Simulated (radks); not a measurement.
**In²⁺ in [Ar] 3d10 4s2 4p5 4d10 5s1 4f1: an all-electron calculation**

Wanted: eigenvalues, radial structure and energy terms of the indium ion In2+.

Method: non-relativistic Kohn-Sham, SCAN, spin-unpolarised, spherical densities, point nucleus. Code: radks (a radial shooting solver on a logarithmic mesh, Libxc functionals) version 1.

## (1) What is computed

* element: indium (Z = 49)
* charge: +2
* electrons: 47
* configuration: [Ar] 3d10 4s2 4p5 4d10 5s1 4f1

Outer shells as boxes (Hund's rule):

In²⁺
```
[Ar] core
3d [↑↓][↑↓][↑↓][↑↓][↑↓]
4s [↑↓]
4p [↑↓][↑↓][↑ ]
4d [↑↓][↑↓][↑↓][↑↓][↑↓]
5s [↑ ]
4f [↑ ][  ][  ][  ][  ][  ][  ]
```

## (2) The calculation

Input:

```text
Z 49
configuration [Ar] 3d10 4s2 4p5 4d10 5s1 4f1
relativity non-relativistic
functional scan,scan
spin unpolarised
nucleus point
```

Q: Predict the outcome of this run.

The runs gave:

| quantity | value |
| --- | --- |
| total energy | -5738.55858 hartree |
| exchange-correlation share of it | 2.71 % |
| −T/E | 0.9996 |
| highest occupied level | 4f, -6.222 eV |
| most extended occupied level | 4f, <r> = 5.23 bohr |
| radius at density 0.001 e/bohr³ | 4.27 bohr |
| maxima of the radial density | 4 |

The radial density shows 4 maxima for 5 occupied principal shells; where shells overlap, one shows as a shoulder or not at all. The ratio −T/E is 0.9996; for a non-relativistic Coulomb system it is 1 up to the kinetic part of correlation. This is not the tabulated ground configuration, so its levels and sizes aren't those of the ground state, and no measured value stands beside it.
